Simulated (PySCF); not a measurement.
# [HfS2]-: relaxation and vibrations of the doublet

The task is one start of a wider search on [HfS2]-: the doublet, from a linear start. It is relaxed, tested by its Hessian and followed downhill if it is a saddle.

Method: B3LYP, basis Hf def2-SVPD with ECP60, S def2-SVPD, scalar-relativistic core potentials, no spin–orbit coupling, density fitting; program: PySCF 2.14.0.

## Step 1: Where the work starts

3 atoms, charge -1, spin multiplicity 2.

Bond lengths: Hf1–S2 2.220 Å, Hf1–S3 2.220 Å. Angles: S2–Hf1–S3 180.0°.

Coordinates in bohr (charge -1 multiplicity 2):
```
Hf    0.0000    0.0000    0.0000
S     0.0000    0.0000    4.1952
S     0.0000    0.0000   -4.1952
```

## Step 2: Finding the electronic state

One driver script runs all steps and calls PySCF; scf.py shows how it sets up the SCF of each step. The optimiser is the driver's own. After this first run the driver tries any further starts and a stability analysis.

scf.py

```python
from pyscf import gto, scf, dft
mol = gto.M(atom='''
Hf     0.000000     0.000000     0.000000
S      0.000000     0.000000     2.220000
S      0.000000     0.000000    -2.220000''',
    basis={'Hf': 'def2-SVPD', 'S': 'def2-SVPD'},
    ecp={'Hf': 'def2-SVPD'},
    charge=-1, spin=1)
mf = dft.UKS(mol, xc='B3LYP')
mf.grids.atom_grid = (50, 194)
aux = {'Hf': 'def2-universal-JKFIT', 'S': 'def2-universal-JKFIT'}
mf = mf.density_fit(auxbasis=aux)
mf.conv_tol = 1e-08
mf.diis_space = 10
mf.max_cycle = 60
mf.init_guess = 'minao'
mf.verbose = 4
mf.kernel()
```

Command:

```console
> OMP_NUM_THREADS=2 python axn.py task.json out
```

What it wrote:

```text
init E= -831.719946148718
[... the frontier-level lines of each cycle are left out ...]
cycle= 1 E= -843.988671272417  delta_E= -12.3  |g|= 0.637  |ddm|= 5.23
cycle= 2 E= -843.549899261944  delta_E= 0.439  |g|= 0.94  |ddm|= 24.6
cycle= 3 E= -844.293151817835  delta_E= -0.743  |g|= 0.118  |ddm|=   24
cycle= 4 E= -844.295130803402  delta_E= -0.00198  |g|= 0.115  |ddm|= 0.309
cycle= 5 E= -844.303937183982  delta_E= -0.00881  |g|= 0.0103  |ddm|= 0.207
cycle= 6 E= -844.304007880653  delta_E= -7.07e-05  |g|= 0.00193  |ddm|= 0.037
cycle= 7 E= -844.304012191796  delta_E= -4.31e-06  |g|= 0.000344  |ddm|= 0.0156
cycle= 8 E= -844.30401273323  delta_E= -5.41e-07  |g|= 0.000111  |ddm|= 0.00417
cycle= 9 E= -844.304012783676  delta_E= -5.04e-08  |g|= 2.78e-05  |ddm|= 0.00075
cycle= 10 E= -844.304012784616  delta_E= -9.4e-10  |g|= 2.08e-06  |ddm|= 0.000285
Extra cycle  E= -844.304012784619  delta_E= -3.52e-12  |g|= 3.04e-06  |ddm|= 1.38e-05
converged SCF energy = -844.304012784619  <S^2> = 0.75353535  2S+1 = 2.0035322
```

This step, with its further starts and checks, needed 15 s of wall time on 2 threads of Intel Xeon 6975P-C (Granite Rapids), shared host.

The starts that the driver tried:

```
                      start  energy (Eh)
    the minimal-basis guess  -844.304013
a thermally smeared density  -844.304013
      a smeared PBE density  -844.304013
```

The test of internal stability and the other starts found no lower solution of this spin.

## Step 3: Relaxation: linear start, doublet

The program finds D∞h symmetry in the start, which this walk keeps. Threshold on the gradient: 0.0003 Eh/bohr, with a further test on the energy change.

Edit scf.py of step 2 so:

```diff
@@ -16 +15,0 @@
-mf.init_guess = 'minao'
```

Energy and gradient, step by step:

```csv
step,energy (Eh),change (kJ/mol),largest symmetric gradient (Eh/bohr)
0,-844.304013,0.00,0.06253
1,-844.317605,-35.69,0.00788
2,-844.317881,-36.41,0.00162
3,-844.317893,-36.44,0.00006
```

The walk took 12 s.

Positions (Å) and forces (eV/Å) along the way:

```
step 0
Hf   0.000   0.000   0.000   0.000   0.000   0.000
S    0.000   0.000   2.220   0.000   0.000   3.215
S    0.000   0.000  -2.220   0.000   0.000  -3.215
step 1
Hf   0.000   0.000   0.000   0.000   0.000   0.000
S    0.000   0.000   2.327   0.000   0.000   0.405
S    0.000   0.000  -2.327   0.000   0.000  -0.405
step 2
Hf   0.000   0.000   0.000   0.000   0.000   0.000
S    0.000   0.000   2.343   0.000   0.000   0.083
S    0.000   0.000  -2.343   0.000   0.000  -0.083
step 3
Hf   0.000   0.000   0.000   0.000   0.000   0.000
S    0.000   0.000   2.347   0.000   0.000   0.003
S    0.000   0.000  -2.347   0.000   0.000  -0.003
```

End point (D∞h, 3 steps, 36.4 kJ/mol gained): Hf–S 2.347 Å (×2); S–Hf–S 180.0°.

## Step 4: Is it a minimum? Harmonic modes

The point is checked on the finer grid, and tightened if its gradient asks for it. The Hessian and the dipole derivatives come from central differences of analytic gradients, with steps of 0.02 bohr.

Edit scf.py of step 3 so:

```diff
@@ -4,2 +4,2 @@
-S      0.000000     0.000000     2.220000
-S      0.000000     0.000000    -2.220000''',
+S      0.000000    -0.000000     2.347079
+S     -0.000000     0.000000    -2.347079''',
@@ -10 +10 @@
-mf.grids.atom_grid = (50, 194)
+mf.grids.atom_grid = (75, 302)
@@ -13 +13 @@
-mf.conv_tol = 1e-08
+mf.conv_tol = 1e-10
```

This SCF starts from the last density.

Log of the central SCF (cycles and frontier levels):

```text
init E= -844.31788395357
[... the frontier-level lines of each cycle are left out ...]
cycle= 1 E= -844.317883953573  delta_E= -2.73e-12  |g|= 3.33e-07  |ddm|= 8.39e-07
Extra cycle  E= -844.317883953571  delta_E= 2.27e-12  |g|= 8e-07  |ddm|= 1.7e-06
converged SCF energy = -844.317883953571  <S^2> = 0.75395026  2S+1 = 2.0039464
```

The whole step took 26 s.

Geometry: D∞h; Hf–S 2.347 Å (×2); S–Hf–S 180.0°.

Harmonic modes (main isotopes):

```tsv
symmetry	ω (cm⁻¹)	IR (km/mol)	type
πu	108i	68.5	bend
σu+	403	280	stretch
σg+	410	0.0	stretch
```

With 2 modes imaginary (up to 108i cm⁻¹) this point is a saddle.

Constants and moments:

```yaml
Dipole_moment_about_the_centre_of_mass: 0.00 D
Highest_occupied_level: -1.74 eV
Lowest_empty_level: 0.43 eV
Rotational_constants: 0.04786 cm⁻¹
Zero-point_energy_real_modes: 4.9 kJ/mol
Principal_polarisabilities: 108.4, 108.4, 189.0 bohr³
Principal_traceless_quadrupole_moments_about_the_centre_of_mass: -42.20, 21.10, 21.10 D Å
Spin_squared_⟨S²⟩: 0.754
```

Populations by atom (charges in e):

```json
{"atom": "Hf1", "Mulliken": "0.78", "Löwdin": "0.12", "polar tensor": "1.35", "spin (Mulliken)": "1.24", "Mayer order to Hf1": "–"}
{"atom": "S2,3", "Mulliken": "-0.89", "Löwdin": "-0.56", "polar tensor": "-1.17", "spin (Mulliken)": "-0.12", "Mayer order to Hf1": "1.50"}
```

Outer orbital energies (eV). α occupied: -12.25, -4.02, -2.84, -2.84, -2.05, -2.05, -1.86, -1.74; empty: 0.98, 0.98, 3.08, 3.08. β occupied: -12.97, -12.28, -3.95, -2.83, -2.83, -2.06, -2.06, -1.84; empty: 0.43, 1.61, 1.61, 3.19.

Mulliken populations on Hf1 (outside its core potential): s 2.98, p 6.31, d 1.87, f 0.06.

## Step 5: Leaving the saddle point

The atoms are moved a little along the softest imaginary mode and relaxed again.

The program finds C2v symmetry in the start, which this walk keeps. The walk stops when the largest gradient is under 0.0003 Eh/bohr and the energy has settled too.

Edit scf.py of step 4 so:

```diff
@@ -3,3 +3,3 @@
-Hf     0.000000     0.000000     0.000000
-S      0.000000    -0.000000     2.347079
-S     -0.000000     0.000000    -2.347079''',
+Hf     0.016196     0.087349    -0.000000
+S     -0.045578    -0.245810     2.347079
+S     -0.045578    -0.245810    -2.347079''',
@@ -10 +10 @@
-mf.grids.atom_grid = (75, 302)
+mf.grids.atom_grid = (50, 194)
@@ -13 +13 @@
-mf.conv_tol = 1e-10
+mf.conv_tol = 1e-08
```

Energy and gradient, step by step:

| step | energy (Eh) | change (kJ/mol) | largest symmetric gradient (Eh/bohr) |
| --- | --- | --- | --- |
| 0 | -844.321055 | 0.00 | 0.01172 |
| 1 | -844.323797 | -7.20 | 0.01075 |
| 2 | -844.335076 | -36.81 | 0.00883 |
| 3 | -844.335971 | -39.16 | 0.03085 |
| 4 | -844.339010 | -47.14 | 0.00975 |
| 5 | -844.339586 | -48.65 | 0.00711 |
| 6 | -844.340345 | -50.64 | 0.00055 |
| 7 | -844.340348 | -50.65 | 0.00001 |

The walk took 22 s.

Positions (Å) and forces (eV/Å) along the way:

```
step 0
Hf   0.016   0.087   0.000   0.070   0.352   0.000
S   -0.046  -0.246   2.347  -0.035  -0.176  -0.602
S   -0.046  -0.246  -2.347  -0.035  -0.176   0.602
step 1
Hf   0.027   0.147   0.000   0.108   0.551   0.000
S   -0.051  -0.275   2.309  -0.054  -0.276  -0.275
S   -0.051  -0.275  -2.309  -0.054  -0.276   0.275
step 4
Hf   0.103   0.553   0.000  -0.036  -0.216   0.000
S   -0.089  -0.479   2.079   0.018   0.108  -0.501
S   -0.089  -0.479  -2.079   0.018   0.108   0.501
step 7
Hf   0.116   0.626   0.000   0.020  -0.004   0.001
S   -0.095  -0.515   1.982  -0.010   0.002  -0.001
S   -0.095  -0.515  -1.982  -0.010   0.002   0.000
```

After 7 steps and 50.7 kJ/mol it ends at C2v: Hf–S 2.296 Å (×2); S–Hf–S 119.3°.

## Step 6: Is it a minimum? Harmonic modes

As before: finer grid, then central differences.

Edit scf.py of step 5 so:

```diff
@@ -3,3 +3,3 @@
-Hf     0.016196     0.087349    -0.000000
-S     -0.045578    -0.245810     2.347079
-S     -0.045578    -0.245810    -2.347079''',
+Hf     0.054895     0.296058    -0.000000
+S     -0.155751    -0.839994     1.984642
+S     -0.155751    -0.839994    -1.984642''',
@@ -10 +10 @@
-mf.grids.atom_grid = (50, 194)
+mf.grids.atom_grid = (75, 302)
@@ -13 +13 @@
-mf.conv_tol = 1e-08
+mf.conv_tol = 1e-10
```

Log of the central SCF (cycles and frontier levels):

```text
init E= -844.340282057179
[... the frontier-level lines of each cycle are left out ...]
cycle= 1 E= -844.340282057178  delta_E= 2.27e-13  |g|= 1.32e-06  |ddm|= 3.54e-06
Extra cycle  E= -844.340282057171  delta_E= 7.05e-12  |g|= 3.04e-06  |ddm|= 5.58e-06
converged SCF energy = -844.340282057171  <S^2> = 0.75216136  2S+1 = 2.0021602
```

The whole step needed 40 s of wall time on 2 threads of Intel Xeon 6975P-C (Granite Rapids), shared host.

Geometry: C2v; Hf–S 2.296 Å (×2); S–Hf–S 119.6°.

Modes, for the most abundant isotopes:

| symmetry | ω (cm⁻¹) | IR (km/mol) | type |
| --- | --- | --- | --- |
| a1 | 113 | 4.4 | bend |
| b2 | 427 | 172 | stretch |
| a1 | 442 | 21.9 | stretch |

No imaginary mode, so this is a minimum.

Constants and moments:

```
Dipole moment about the centre of mass                          : 5.52 D
Highest occupied level                                          : -1.03 eV
Lowest empty level                                              : 0.96 eV
Rotational constants                                            : 0.2677, 0.06693, 0.05354 cm⁻¹
Zero-point energy                                               : 5.9 kJ/mol
Principal polarisabilities                                      : 137.0, 146.3, 168.1 bohr³
Principal traceless quadrupole moments about the centre of mass : -24.82, 8.55, 16.27 D Å
Entropy at 298.15 K and 1 bar (electronic part: spin only)      : 310.6 J/(mol K)
Heat capacity Cp at 298.15 K                                    : 53.0 J/(mol K)
Enthalpy at 298.15 K above 0 K                                  : 13.24 kJ/mol
Rotational symmetry number                                      : 2
Spin squared ⟨S²⟩                                               : 0.752
```

Charges (e) and bond orders:

```tsv
atom	Mulliken	Löwdin	polar tensor	spin (Mulliken)	Mayer order to Hf1
Hf1	0.60	-0.10	0.85	1.10	–
S2,3	-0.80	-0.45	-0.93	-0.05	1.73
```

Outer orbital energies (eV). α occupied: -12.37, -3.62, -2.91, -2.56, -2.52, -2.24, -1.73, -1.03; empty: 1.56, 1.57, 3.01, 3.29. β occupied: -12.72, -12.35, -3.52, -2.82, -2.51, -2.50, -2.23, -1.73; empty: 0.96, 2.21, 2.22, 3.14.

Mulliken populations on Hf1 (outside its core potential): s 2.91, p 6.32, d 2.11, f 0.06.

## Step 7: All stationary points

| spin | group | bonds | imaginary modes (cm⁻¹) | ΔE (kJ/mol) | with zero-point energy |
| --- | --- | --- | --- | --- | --- |
| doublet | C2v | Hf–S 2.296 Å (×2) | none | 0.0 | 0.0 |
| doublet | D∞h | Hf–S 2.347 Å (×2) | 108i, 108i | 58.8 | – |

## Step 8: Density, ELF and potential

The plane holds Hf1 at (0.00, 0.00), S2 at (2.30, 0.00), S3 at (-1.13, 2.00) Å. Columns run from x = -3.15 to 4.65 Å, rows from y = 4.35 (top) to -1.95 Å, in steps of 0.3 Å. Electrons inside core potentials are absent.

Density (cut at 5 e/Å³):

Ten steps from '0' (0.000 e/Å³) to '9' (5.000 e/Å³), finer at the low end (step k begins (100^(k/10) - 1)/99 of the way up):
```
000000000000000000000000000
000000000000000000000000000
000001111000000000000000000
000112222110000000000000000
001123443321000000000000000
001235565432100000000000000
012356776542100000000000000
012457998653210000000000000
012467999653211000000000000
012457997653211111111000000
012346777653222222322110000
001234566554333334443211000
001123445677644456665421000
000112346999865567876532100
000011247911975679997642100
000001247911975679997542100
000001236999965567876532100
000001124677644456665421000
000000112344333344443211000
000000111222212223322110000
000000011111111111111100000
000000000000000000000000000
```

ELF (0 where the density is under 0.005 e/Å³):

Ten even steps from '0' (0.00) to '9' (0.92):
```
000000220000000000000000000
000134444320000000000000000
002456666643100000000000000
024567888765310000000000000
135689999876410000000000000
246799999986420000000000000
356899316987520000000000000
357992690797520000111000000
457991923697520012344320000
467893141887411245566553000
457899658864112467777765300
356789987422102688999876520
246777642477513798899987630
134554215889943881118997640
012321138900973853882998640
001110049900873853882997640
001110027989952781117997530
001222113689722799889986420
002444311234212689998865310
000677642111002678887654200
000688886421012566666542000
000089998752111345554320000
```

Electrostatic potential (cut at 20 V):

Ten steps from '0' (-5.54 V) to '9' (20.00 V), finer at the low end (step k begins (100^(k/10) - 1)/99 of the way up):
```
444433333333344444444555555
443333222223333444444445555
433322211112233344444444555
433223332111123333444444455
332345565420012233334444445
322457888641001223333344444
323579999863000112223334444
223699999974100111122233444
223699999975322100001223344
223589999976543210000122334
212479999877665333332112334
321356888899876556765421233
322245679999997679998632233
433345789999998899999753233
444456799999999899999863233
444556799999999899999863233
445556789999998899999753233
555556789999997679998643233
555556778999876556765432334
555556677788765433433222334
555555666777665432112223344
555555566666654432222333444
```

Values on the line from Hf1 (at 0) through S2 (at 2.296 Å):

```
distance (Å)  density (e/Å³)     ELF  electrostatic potential (V)  spin density (e/Å³)
       -0.80            1.57    0.79                           32               0.0609
        0.92           0.963   0.341                         20.2               0.0371
        1.15           0.699   0.415                         9.33               0.0258
        1.38           0.936   0.787                         10.4                0.027
        1.61            1.32    0.63                         28.3               0.0321
        1.84            2.41  0.0876                           85               0.0197
        2.07            44.8   0.864                          328               0.0155
        2.41             156   0.398                     1.07e+03               0.0404
        2.64            9.06   0.539                          153            -5.63e-05
        2.87            1.42   0.217                         48.5              0.00178
        3.10            0.89   0.887                         14.3              0.00172
        3.33           0.438   0.911                         1.64             0.000984
        3.56           0.195   0.847                        -2.97             0.000626
```

Making the fields took 0.8 s.

## Step 9: Results

| quantity | value |
| --- | --- |
| minimum | doublet, C2v |
| geometry | Hf–S 2.296 Å (×2); S–Hf–S 119.6° |
| wavenumbers (cm⁻¹) | 113 (a1), 427 (b2), 442 (a1) |
| dipole moment (centre of mass) | 5.52 D |
| highest occupied, lowest empty level (either spin) | -1.03, 0.96 eV |
| polar-tensor charge of Hf1 | +0.85 e |
| zero-point energy | 5.9 kJ/mol |
| entropy at 298.15 K | 310.6 J/(mol K) |
| ⟨S²⟩ | 0.752 |

From D∞h at the start the molecule goes to a C2v minimum, after a stop at a second-order saddle point 58.8 kJ/mol higher, from which it was pushed off along an imaginary mode. The strongest infrared band lies at 427 cm⁻¹ (b2, stretch). Most of the spin sits on Hf1 (Mulliken spin 1.10, against 1 for the whole molecule). Only this shape and spin were tried, so other structures or states may lie lower. Open d and f shells are described by one determinant, and the ground state may have another occupation or spin. With an element this heavy the missing spin–orbit coupling can shift these numbers.

The search up to here took 1.9 min.
